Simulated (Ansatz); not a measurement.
# C2H5BN2: up Jacob's ladder to CCSD(T)

The task here is to estimate one member of a computed series from the others.

The runs use Ansatz 0.2.0, Gaussian basis; functionals in def2-TZVPP, the program's frozen cores in correlated methods.

Plan: LDA (SPW92), PBE-D4, revPBE-D4, BLYP-D4, r2SCAN-D4, B97M-V, PBE0-D4, B3LYP-D4, r2SCANh-D4, r2SCAN0-D4, HSE06-D4, BHLYP-D4, CAM-B3LYP-D4, LC-ωPBE, ωB97X-V, ωB97M-V, B2PLYP, PBE-QIDH; CCSD(T)/def2-SVP; CCSD(T)/def2-TZVPP; MP2/def2-QZVPP; extrapolation to the limit; RPA on PBE.

## The relaxed structure

All runs share one geometry, relaxed beforehand with PBE0-D4 in a triple-zeta def2 set.

SMILES `NCB1C=N1`, 10 atoms, charge 0, spin multiplicity 1.

Atoms are counted from 1 here; the program's logs count them from 0.

Bond lengths: N1–C2 1.466 Å, N1–H6 1.013 Å, N1–H7 1.013 Å, C2–B3 1.553 Å, C2–H8 1.097 Å, C2–H9 1.097 Å, B3–C4 1.447 Å, B3–N5 1.437 Å, C4–N5 1.300 Å, C4–H10 1.087 Å. Angles: C2–N1–H6 109.8°, C2–N1–H7 109.8°, H6–N1–H7 105.6°, N1–C2–B3 117.7°, N1–C2–H8 108.7°, N1–C2–H9 108.7°, B3–C2–H8 108.7°, B3–C2–H9 108.8°, H8–C2–H9 103.3°, C2–B3–C4 162.8°, C2–B3–N5 143.6°, C4–B3–N5 53.6°, B3–C4–N5 62.8°, B3–C4–H10 167.2°, N5–C4–H10 130.0°, B3–N5–C4 63.6°.

Set-up of the first run:

Input file in.yaml:

```yaml
crystal:
  periodic: [false, false, false]
  atoms:
    - {symbol: N, position_ang: [-1.665375, -0.090455, 0.779920]}
    - {symbol: C, position_ang: [-0.256608, -0.495067, 0.767282]}
    - {symbol: B, position_ang: [0.648501, 0.071996, -0.360334]}
    - {symbol: C, position_ang: [1.788152, 0.363282, -1.202665]}
    - {symbol: N, position_ang: [0.655852, 0.915513, -1.524194]}
    - {symbol: H, position_ang: [-1.731926, 0.918208, 0.846645]}
    - {symbol: H, position_ang: [-2.100373, -0.334264, -0.101944]}
    - {symbol: H, position_ang: [-0.206031, -1.590904, 0.740418]}
    - {symbol: H, position_ang: [0.189070, -0.246160, 1.738328]}
    - {symbol: H, position_ang: [2.761738, 0.436754, -1.680454]}
basis:
  gaussian: {orbitals: def2-TZVPP}
hamiltonian: {xc: lda}
output: {orbitals: {seedname: orbitals}}
```

Started as:

```console
ansatz run in.yaml --threads 2 --pin off --events-out ev --progress --plain --max-ram 4352MiB
```

Among the steps run: LDA; PBE-D4 (GGA); revPBE-D4 (GGA); BLYP-D4 (GGA); r2SCAN-D4 (meta-GGA); B97M-V (meta-GGA); B3LYP-D4 (hybrid); r2SCANh-D4 (hybrid); r2SCAN0-D4 (hybrid); HSE06-D4 (hybrid); BHLYP-D4 (hybrid); CAM-B3LYP-D4 (range-separated); LC-ωPBE (range-separated); ωB97X-V (range-separated); ωB97M-V (range-separated); B2PLYP (double hybrid); PBE-QIDH (double hybrid).

One table of the session follows, with a row left open; its other results are not shown here.

It belongs to the step «Frontier levels by functional». 

| functional | HOMO (eV) | gap (eV) |
| --- | --- | --- |
| LDA (SPW92) | -5.40 | 2.95 |
| PBE-D4 | ? | ? |
| revPBE-D4 | -5.23 | 3.17 |
| BLYP-D4 | -5.18 | 3.16 |
| r2SCAN-D4 | -5.56 | 3.68 |
| B97M-V | -5.70 | 3.99 |
| PBE0-D4 | -6.74 | 5.82 |
| B3LYP-D4 | -6.52 | 5.32 |
| r2SCANh-D4 | -6.11 | 4.68 |
| r2SCAN0-D4 | -6.93 | 6.17 |
| HSE06-D4 | -6.34 | 5.02 |
| BHLYP-D4 | -8.15 | 8.52 |
| CAM-B3LYP-D4 | -8.20 | 8.51 |
| LC-ωPBE | -9.58 | 11.15 |
| ωB97X-V | -9.21 | 10.71 |
| ωB97M-V | -9.12 | 10.53 |

Estimate the missing values for PBE-D4.

The run gave: HOMO (eV): -5.28; gap (eV): 3.12. In the column «HOMO (eV)» it lies between LDA (SPW92) (-5.40) and revPBE-D4 (-5.23).
